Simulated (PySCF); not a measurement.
# C₇H₈O₂: magnetic properties

Aim: compute the magnetic properties of C₇H₈O₂ (`CCC#C/C=C\OC=O`).

Programs: PySCF 2.14.0, with routines of our own; each step states its level. All values are computed. Atoms count from 0.

## (1) The starting structure

17 atoms, charge 0, multiplicity 1; geometry from: GFN2-xTB.

## (2) Magnetic properties: GIAO B97-2/pcSseg-1

What the job is given:

```
{"job": {"kind": "mag", "xc": "B97-2", "basis": "pcSseg-1", "isotopologues": 0}, "charge": 0, "multiplicity": 1}
C     -2.710568     1.004329     0.104076
C     -2.594188    -0.508642     0.293299
C     -1.209351    -0.924511     0.331607
C     -0.045168    -1.230893     0.357672
C      1.307429    -1.614241     0.381811
C      2.328040    -0.760534     0.290728
O      2.118623     0.598362     0.171578
C      3.172507     1.391538     0.039438
O      4.321872     1.063622     0.000697
H     -3.756731     1.300115     0.072429
H     -2.225068     1.526566     0.925328
H     -2.233511     1.307519    -0.825244
H     -3.096655    -1.028612    -0.528421
H     -3.079332    -0.807729     1.227768
H      1.513910    -2.670528     0.476712
H      3.365408    -1.066581     0.300731
H      2.815784     2.432250    -0.032271
```

Method: GIAO B97-2/pcSseg-1 magnetisability, rotational g tensor and spin-rotation constants, non-relativistic, gas phase.

Started as:

```console
$ OMP_NUM_THREADS=1 python excited_run.py task.json out
```

One launch serves the whole session: the jobs run in the order shown.

The program printed:

```text
coarse grid: 14736 points
cycle   1  E = -421.4926623024  dE =  1.505e+00  |g| = 9.238e-01  |ddm| = 4.143e+00
cycle   2  E = -421.0891815858  dE =  4.035e-01  |g| = 1.700e+00  |ddm| = 2.016e+00
cycle   3  E = -421.6436957389  dE = -5.545e-01  |g| = 3.176e-01  |ddm| = 1.451e+00
cycle   4  E = -421.6621611947  dE = -1.847e-02  |g| = 1.016e-01  |ddm| = 2.855e-01
cycle   5  E = -421.6638181815  dE = -1.657e-03  |g| = 2.606e-02  |ddm| = 6.693e-02
cycle   6  E = -421.6639310356  dE = -1.129e-04  |g| = 1.350e-02  |ddm| = 2.983e-02
cycle   7  E = -421.6639732785  dE = -4.224e-05  |g| = 4.622e-03  |ddm| = 1.265e-02
cycle   8  E = -421.6639781356  dE = -4.857e-06  |g| = 7.643e-04  |ddm| = 3.608e-03
final grid: 143848 points
cycle   9  E = -421.7340590964  dE = -6.257e-05  |g| = 6.028e-03  |ddm| = 8.663e-02
cycle  10  E = -421.7340515780  dE =  7.518e-06  |g| = 8.848e-03  |ddm| = 1.133e-02
cycle  11  E = -421.7340651172  dE = -1.354e-05  |g| = 1.122e-03  |ddm| = 6.538e-03
cycle  12  E = -421.7340653250  dE = -2.078e-07  |g| = 5.395e-04  |ddm| = 1.024e-03
cycle  13  E = -421.7340653813  dE = -5.625e-08  |g| = 1.560e-04  |ddm| = 4.414e-04
cycle  14  E = -421.7340653861  dE = -4.812e-09  |g| = 5.162e-05  |ddm| = 1.440e-04
cycle  15  E = -421.7340653867  dE = -6.113e-10  |g| = 1.715e-05  |ddm| = 5.475e-05
converged SCF energy = -421.7340653867

Magnetisability tensor (1e-30 J/T^2)
    -1179.04       16.93      -11.60
       16.93    -1162.12      -13.17
      -11.60      -13.17    -1326.23
isotropic -1222.46   principal values   -1327.99  -1189.44  -1149.96
isotropic susceptibility -73.618 1e-6 cm^3/mol

Inertial axes            a          b          c
rot. const./GHz      3.5842     0.6585     0.5603
chi total           -70.635    -70.294    -79.927
chi diamagnetic    -448.836  -1893.935  -2220.996
chi paramagnetic    378.201   1823.641   2141.069
quadrupole/D A       -6.229      7.889     -1.660
g nuclear            0.6055     0.5557     0.5604
g electronic        -0.6368    -0.5642    -0.5636
g total             -0.0314    -0.0084    -0.0032

Spin-rotation constants (kHz, H = +C I.J)
atom  isotope        aa         bb         cc
  9     1H        0.006     -0.058     -0.063
 10     1H       -0.276     -0.062     -0.014
 11     1H       -0.274     -0.062     -0.013
 12     1H       -0.245     -0.063     -0.008
 13     1H       -0.247     -0.064     -0.007
 14     1H       -0.399      0.057     -0.062
 15     1H        0.201     -0.026     -0.059
 16     1H       -0.337      0.057     -0.046
  0    13C*       0.509      0.084      0.085
  1    13C*       0.500      0.092      0.080
  2    13C*       0.571      0.203      0.210
  3    13C*       0.318      0.191      0.183
  4    13C*       0.985      0.256      0.075
  5    13C*       1.348      0.300      0.102
  6    17O*      -1.185     -0.222     -0.069
  7    13C*       1.189      0.305      0.146
  8    17O*      -2.307     -0.330     -0.038
* in the singly substituted isotopologue
```

Run time: 36 s. Hardware: 1 thread of Arm Neoverse V2, shared host; peak memory 0.94 GiB.

From this job:

| quantity | value |
| --- | --- |
| magnetisability | -1222·10⁻³⁰ J/T² |
| molar susceptibility | -73.6·10⁻⁶ cm³/mol |
| rotational g (a, b, c) | -0.0314, -0.0084, -0.0032 |

## (3) Magnetic properties: GIAO KT3/6-31++G**, grid 4

Settings changed since step 2:

```diff
@@ -1,2 +1,2 @@
-{"job": {"kind": "mag", "xc": "B97-2", "basis": "pcSseg-1", "isotopologues": 0}, "charge": 0, "multiplicity": 1}
+{"job": {"kind": "mag", "xc": "KT3", "basis": "6-31++G**", "grid": 4, "scf": {"guess": "huckel"}}, "charge": 0, "multiplicity": 1}
 C     -2.710568     1.004329     0.104076
```

Method: GIAO KT3/6-31++G** magnetisability, rotational g tensor and spin-rotation constants, non-relativistic, gas phase.

The program printed:

```text
final grid: 382440 points
cycle   1  E = -415.1917327205  dE =  9.255e+00  |g| = 5.274e+00  |ddm| = 4.862e+01
cycle   2  E = -230.0083473152  dE =  1.852e+02  |g| = 1.665e+01  |ddm| = 7.167e+03
cycle   3  E = -407.5164189605  dE = -1.775e+02  |g| = 6.549e+00  |ddm| = 6.277e+03
cycle   4  E = -414.7370229311  dE = -7.221e+00  |g| = 5.519e+00  |ddm| = 2.946e+03
cycle   5  E = -427.9474860530  dE = -1.321e+01  |g| = 1.215e+00  |ddm| = 2.585e+01
cycle   6  E = -427.2158044441  dE =  7.317e-01  |g| = 1.980e+00  |ddm| = 5.828e+01
cycle   7  E = -428.3119608683  dE = -1.096e+00  |g| = 5.068e-01  |ddm| = 5.663e+01
cycle   8  E = -428.3765941690  dE = -6.463e-02  |g| = 1.709e-01  |ddm| = 1.633e+00
cycle   9  E = -428.3826261880  dE = -6.032e-03  |g| = 4.913e-02  |ddm| = 8.105e-01
cycle  10  E = -428.3830838438  dE = -4.577e-04  |g| = 2.350e-02  |ddm| = 5.639e-01
cycle  11  E = -428.3831978858  dE = -1.140e-04  |g| = 1.032e-02  |ddm| = 7.573e-02
cycle  12  E = -428.3832209994  dE = -2.311e-05  |g| = 2.959e-03  |ddm| = 1.147e-01
cycle  13  E = -428.3832227521  dE = -1.753e-06  |g| = 9.859e-04  |ddm| = 2.161e-02
cycle  14  E = -428.3832228981  dE = -1.459e-07  |g| = 6.842e-04  |ddm| = 2.020e-02
cycle  15  E = -428.3832230232  dE = -1.251e-07  |g| = 1.362e-04  |ddm| = 5.075e-03
cycle  16  E = -428.3832230254  dE = -2.229e-09  |g| = 1.034e-04  |ddm| = 3.783e-03
cycle  17  E = -428.3832230286  dE = -3.114e-09  |g| = 1.256e-05  |ddm| = 1.278e-03
cycle  18  E = -428.3832230286  dE = -3.581e-11  |g| = 5.345e-06  |ddm| = 1.415e-04
converged SCF energy = -428.3832230286

Magnetisability tensor (1e-30 J/T^2)
    -1154.75       26.93      -12.08
       26.93    -1140.43      -13.21
      -12.08      -13.21    -1303.37
isotropic -1199.52   principal values   -1305.10  -1175.44  -1118.01
isotropic susceptibility -72.237 1e-6 cm^3/mol

Inertial axes            a          b          c
rot. const./GHz      3.5842     0.6585     0.5603
chi total           -68.992    -69.167    -78.551
chi diamagnetic    -448.959  -1893.865  -2221.006
chi paramagnetic    379.967   1824.698   2142.455
quadrupole/D A       -6.055      7.734     -1.679
g nuclear            0.6055     0.5557     0.5604
g electronic        -0.6398    -0.5645    -0.5639
g total             -0.0343    -0.0088    -0.0035

Spin-rotation constants (kHz, H = +C I.J)
atom  isotope        aa         bb         cc
  9     1H        0.014     -0.058     -0.062
 10     1H       -0.273     -0.061     -0.013
 11     1H       -0.271     -0.062     -0.013
 12     1H       -0.236     -0.062     -0.006
 13     1H       -0.237     -0.063     -0.006
 14     1H       -0.395      0.058     -0.061
 15     1H        0.215     -0.026     -0.058
 16     1H       -0.320      0.058     -0.045
  0    13C*       0.464      0.074      0.079
  1    13C*       0.460      0.084      0.075
  2    13C*       0.538      0.174      0.179
  3    13C*       0.333      0.166      0.152
  4    13C*       0.850      0.220      0.069
  5    13C*       1.232      0.257      0.090
  6    17O*      -1.101     -0.206     -0.068
  7    13C*       1.038      0.266      0.133
  8    17O*      -1.944     -0.281     -0.036
* in the singly substituted isotopologue
```

Wall time 2 min (1 thread of Arm Neoverse V2, shared host); peak memory 0.72 GiB.

In short:

| quantity | value |
| --- | --- |
| magnetisability | -1200·10⁻³⁰ J/T² |
| molar susceptibility | -72.2·10⁻⁶ cm³/mol |
| rotational g (a, b, c) | -0.0343, -0.0088, -0.0035 |

## (4) Magnetic properties side by side

| level | ξ (10⁻³⁰ J/T²) | g(a) | g(b) | gap (eV) | functions | time |
| --- | --- | --- | --- | --- | --- | --- |
| GIAO B97-2/pcSseg-1 | -1222 | -0.0314 | -0.0084 | 5.36 | 193 | 36 s |
| GIAO KT3/6-31++G**, grid 4 | -1200 | -0.0343 | -0.0088 | 3.68 | 210 | 2 min |

## (5) Summary of results

| quantity | value |
| --- | --- |
| magnetisability (step 2, GIAO B97-2/pcSseg-1) | -1222·10⁻³⁰ J/T² |
| molar susceptibility (step 2, GIAO B97-2/pcSseg-1) | -73.6·10⁻⁶ cm³/mol |
| rotational g (a, b, c) (step 2, GIAO B97-2/pcSseg-1) | -0.0314, -0.0084, -0.0032 |
| magnetisability over the levels | -1222 to -1200·10⁻³⁰ J/T² |

In words: The magnetisability spreads by 1.9 % over 2 levels, from GIAO B97-2/pcSseg-1 (36 s) to GIAO KT3/6-31++G**, grid 4 (2 min); the runs took 36 s to 2 min. Two levels can agree by chance, so this spread shows no convergence. Vibrational averaging and real surroundings are missing from these values.
